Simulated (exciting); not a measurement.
Set up this calculation in exciting (release sodium), as the native input.

```
Task                                     : single point
Functional                               : PBEsol
Potentials or basis                      : all-electron LAPW+lo, shipped species files, valence relativity iora*
rgkmax                                   : 7.5
k mesh                                   : 8 × 8 × 8
Occupations                              : fermi-dirac, width 0.05 eV
Spin                                     : no spin polarisation
gmaxvr (cutoff of density and potential) : 14 1/bohr
lmaxapw (and lmaxmat)                    : 10
lmaxvr                                   : 8
nempty                                   : 10
Valence relativity                       : iora*
epsengy                                  : 1e-05 Ha
epspot                                   : 1e-05 Ha
maxscl                                   : 60
Muffin-tin radii                         : Bi 2.3, S 1.9 bohr
```

The system is BiS.

```
Bi S
1.0
     2.10927    1.21779    3.50049
    -2.10927    1.21779    3.50049
     0.00000   -2.43558    3.50049
Bi S
1 1
Direct
  0.00000 0.00000 0.00000
  0.50000 0.50000 0.50000
```

The cell was built by a generator and needn't be a form met in nature.

One way to write it, as run:

input.xml

```xml
<input>
  <title>BiS</title>
  <structure speciespath="./" tshift="false">
    <crystal scale="1">
      <basevect>3.985944266951 2.301285986828 6.614962639881</basevect>
      <basevect>-3.985944266951 2.301285986828 6.614962639881</basevect>
      <basevect>0.000000000000 -4.602571992554 6.614962639881</basevect>
    </crystal>
    <species speciesfile="Bi.xml" rmt="2.3">
      <atom coord="0.000000000000 0.000000000000 0.000000000000"/>
    </species>
    <species speciesfile="S.xml" rmt="1.9">
      <atom coord="0.500000000000 0.500000000000 0.500000000000"/>
    </species>
  </structure>
  <groundstate do="fromscratch" ngridk="8 8 8" rgkmax="7.5" gmaxvr="14" lmaxapw="10" lmaxmat="10" lmaxvr="8" xctype="GGA_PBE_SOL" stype="Fermi Dirac" swidth="0.00183747" nempty="10" ValenceRelativity="iora*" epsengy="1e-05" epspot="1e-05" maxscl="60" tforce="true" outputlevel="normal"/>
</input>
```

Potentials or basis: all-electron LAPW+lo, shipped species files, valence relativity iora*.

Run with:

```sh
$ OMP_NUM_THREADS=1 exciting_smp
```

It gave:

```
Band gap on the k mesh                            : none (metal or under the smearing width)
All electrons inside the program's atomic spheres : Bi 79.70; S 13.45 (radii Bi 2.3, S 1.9 bohr)
```

Caveat: the log's total energy holds no entropy term; the free energy is that total less TS from the occupations; spin-orbit coupling is left out, which moves the levels of the heavy elements.

Wall time 7 min on 1 thread of AMD EPYC 7571, with other jobs on the host, peak memory 0.15 GiB.
